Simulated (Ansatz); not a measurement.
# The Ir-Os system: small convex hull, by script

Wanted for the Ir-Os system: a small convex hull.

All numbers are computed with Ansatz 0.2.0, driven from Python. Level of theory: DFT PBEsol, plane waves, PAW.

## (1) The system

IrOs P-6m2: It takes space group P-6m2 (No. 187, hexagonal). The conventional cell has a = 2.744 Å, b = 2.744 Å, c = 4.361 Å, α = 90.00°, β = 90.00°, γ = 120.00°. Os (site symmetry -6m2) has 6 Ir at 2.70 Å and 6 Os at 2.74 Å as nearest neighbours. Ir (site symmetry -6m2) has 6 Os at 2.70 Å and 6 Ir at 2.74 Å as nearest neighbours.

Ir3Os Pm-3m: Symmetry: Pm-3m, No. 221, cubic system. The conventional cell has a = 3.848 Å, b = 3.848 Å, c = 3.848 Å, α = 90.00°, β = 90.00°, γ = 90.00°. Around Os (site symmetry m-3m) lie 12 Ir at 2.72 Å. Ir (site symmetry 4/mmm) has 4 Os at 2.72 Å and 8 Ir at 2.72 Å as nearest neighbours.

Ir Fm-3m: The structure is cubic, space group Fm-3m (No. 225). The conventional cell has a = 3.831 Å, b = 3.831 Å, c = 3.831 Å, α = 90.00°, β = 90.00°, γ = 90.00°. Ir (site symmetry m-3m) is surrounded by 12 Ir at 2.71 Å.

Os P6_3/mmc: Symmetry: P6_3/mmc, No. 194, hexagonal system. The conventional cell has a = 2.734 Å, b = 2.734 Å, c = 4.320 Å, α = 90.00°, β = 90.00°, γ = 120.00°. Os (site symmetry -6m2) has 12 Os at 2.68 to 2.73 Å as nearest neighbours.

No structure file is read: the coordinates are typed or built in the script.

## (2) The script

The input, run_hull.py:

```python
# -*- coding: utf-8 -*-
"""Stability of Ir-Os compounds against each other, after relaxing atoms and volume at fixed cell shape."""

from collections import Counter
import warnings

import ansatz as az
import numpy as np
from scipy.spatial import ConvexHull

PHASES = {
    "IrOs P-6m2": (
        [(2.743621, 0.0, 0.0), (-1.371811, 2.376046, 0.0), (0.0, 0.0, 4.360883)],
        [
            ("Os", (1 / 3, 2 / 3, 0.0)),
            ("Ir", (2 / 3, 1 / 3, 0.5)),
        ],
    ),
    "Ir3Os Pm-3m": (
        [(3.848074, 0.0, 0.0), (0.0, 3.848074, 0.0), (0.0, 0.0, 3.848074)],
        [
            ("Os", (0.0, 0.0, 0.0)),
            ("Ir", (0.0, 0.5, 0.5)),
            ("Ir", (0.5, 0.5, 0.0)),
            ("Ir", (0.5, 0.0, 0.5)),
        ],
    ),
    "Ir": (
        [(0.0, 1.9156, 1.9156), (1.9156, 0.0, 1.9156), (1.9156, 1.9156, 0.0)],
        [
            ("Ir", (0.0, 0.0, 0.0)),
        ],
    ),
    "Os": (
        [(2.7341, 0.0, 0.0), (-1.36705, 2.3678, 0.0), (0.0, 0.0, 4.3197)],
        [
            ("Os", (1 / 3, 2 / 3, 0.25)),
            ("Os", (2 / 3, 1 / 3, 0.75)),
        ],
    ),
}


def build(vectors, sites):
    crystal = az.Crystal(lattice=az.Lattice.of(vectors))
    for symbol, position in sites:
        crystal = crystal.atom(symbol, position)
    return crystal


def run_phase(name, crystal):
    calc = crystal.calculation()
    calc = calc.functional("pbesol")
    calc = calc.basis(500)
    calc = calc.kpoints(spacing=0.27).occupations("fermi_dirac", width=0.05)
    calc = calc.relax(force_tolerance=0.02, max_steps=60, fix_cell=["shape"])
    return calc.run(threads=1)


def counts(outcome):
    return Counter(site.symbol for site in outcome.lattice.sites)

def formation_energy(outcome, mu):
    n = counts(outcome)
    return (outcome.report["energy_sigma0_ev"] - sum(k * mu[element] for element, k in n.items())) / sum(n.values())

warnings.simplefilter("ignore")

phases = {name: build(*cell) for name, cell in PHASES.items()}

done = {}
for name, crystal in phases.items():
    done[name] = run_phase(name, crystal)
    print(f"{name}: {done[name].report['energy_sigma0_ev']:.4f} eV, {len(done[name].lattice.sites)} atoms")

# energy of one atom in its reference phase
references = {"Ir": "Ir", "Os": "Os"}
mu = {element: done[name].report["energy_sigma0_ev"] / len(done[name].lattice.sites) for element, name in references.items()}
points = sorted((counts(o)["Os"] / len(o.lattice.sites), formation_energy(o, mu), name) for name, o in done.items())

xy = np.array([(x, e) for x, e, _ in points] + [(0.5, 10.0)])
hull = sorted(tuple(xy[i]) for i in ConvexHull(xy).vertices if xy[i, 1] < 5)
rows = [(name, x, e, e - np.interp(x, *zip(*hull))) for x, e, name in points]
print("     phase       x(Os)  E_form (eV/atom)  above hull (eV/atom)")
for row in rows:
    print(f"{str(row[0]):>10}  {row[1]:10.3f}  {row[2]:16.4f}  {row[3]:20.4f}")
print("on the hull of these phases:", ", ".join(row[0] for row in rows if row[3] < 1e-6))
```

## (3) The run

On the command line:

```bash
$ python run_hull.py
```

Q: Predict the main results. Wanted: on the hull of these phases; energy of IrOs; energy of Ir3Os.

**Answer**, as computed:

| quantity | value |
| --- | --- |
| on the hull of these phases | Ir, Os |
| runs compared | 4 |
| energy of IrOs (run 1) from the elements | 12 meV/atom |
| energy of Ir3Os (run 2) from the elements | 18 meV/atom |

In words: Among these few phases the hull runs through Ir, Os; other phases, not tried, may lie lower. No cell tried lies below the elements: the best, IrOs, is 12 meV/atom above them. Temperature and entropy of mixing are left out. In run 2, over 2 moves the cell shrank by 1.6 % in volume, and the space group stayed Pm-3m. In run 3, the volume grew by 0.1 % over 1 move, and the space group stayed Fm-3m. Notes:
- Total energies depend on the potentials; only differences at equal settings carry meaning.
- No spin polarisation was allowed.
- For the metals among these phases the mesh is modest: their energies are good to some meV an atom at best.
- The smearing is wide enough that free energy and stress hold a thermal part of the electrons.
- Only the volume is relaxed, with the cell's shape held, which can hide stresses and change volumes much.
- Spin-orbit coupling, which matters for elements this heavy, is left out.
- The cells come from databases of deposited and of computed structures, and not all need be stable phases.
- Differences under about 15 meV an atom lie within the error of mesh and functional, so such verdicts may flip; only the cells listed enter the hull.
